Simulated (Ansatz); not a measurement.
What does this script print? It uses the Ansatz DFT code, driven from Python.

`cas_ash3osi.py`:
```python
"""Static correlation in AsH3OSi: natural occupations of an active space."""

import ansatz as az

geometry_ang = [
    ("O", (0.7422, -1.0753, 0.1423)),
    ("Si", (-0.3385, 0.0254, -0.7344)),
    ("As", (-0.2914, -0.3156, 1.5345)),
    ("H", (-1.2789, -0.7186, -1.4799)),
    ("H", (0.4138, 1.1833, -1.2555)),
    ("H", (0.7949, 0.8367, 1.7467)),
]
system = az.Crystal.molecule()
for symbol, xyz in geometry_ang:
    system = system.atom(symbol, xyz)

setup = system.calculation()
setup = setup.basis(gaussian="def2-SVP")
setup = setup.scf(lower_state_search="light")
setup = setup.correlation(active_electrons=6, active_orbitals=7)
for method in ["sc_nevpt2"]:
    r = (setup if method is None else setup.correlation(method)).run(threads=1).report
    space = r["configurations"]
    state = space["states"][0]
    print(method or "casscf", f"total {r['free_energy_ev'] / 27.211386246:.6f} Ha, active-space state {state['energy']['hartree']:.6f} Ha, mean field {r['reference_energy_ev'] / 27.211386246:.6f} Ha")
    print("  determinants", state["n_determinants"], " natural occupations", [round(n, 3) for n in space["natural_occupations"]])
print("effectively unpaired electrons, sum of min(n, 2 - n):", round(sum(min(n, 2 - n) for n in space["natural_occupations"]), 3))
```

```console
$ python cas_ash3osi.py
Warning: the results are in doubt because another end's mean lies 1.227 eV lower, and its corrected mean 0.748 eV higher
RunWarning: the results are in doubt because another end's mean lies 1.227 eV lower, and its corrected mean 0.748 eV higher
sc_nevpt2 total -2599.804309 Ha, active-space state -2599.344528 Ha, mean field -2599.279742 Ha
  determinants 1225  natural occupations [1.961, 1.96, 1.948, 0.055, 0.038, 0.028, 0.009]
effectively unpaired electrons, sum of min(n, 2 - n): 0.262
```
(Warnings from the package without file and line.)

Reading the output:
- The settings weren't tested for convergence.
- The geometry is a force-field or estimated start, not a minimum of this method, and the basis set is short of its limit. The active space starts as a window about the frontier orbitals and is then optimised, not chosen by chemistry.
- A lower CASSCF solution was found and passed over, so the printed active-space state isn't the lowest.
- Hardware and time: 25 s on 1 thread of Arm Neoverse V2, on a shared host, peak memory 0.28 GiB.

(Lines on the test bed's own set-up are left out of the output.)
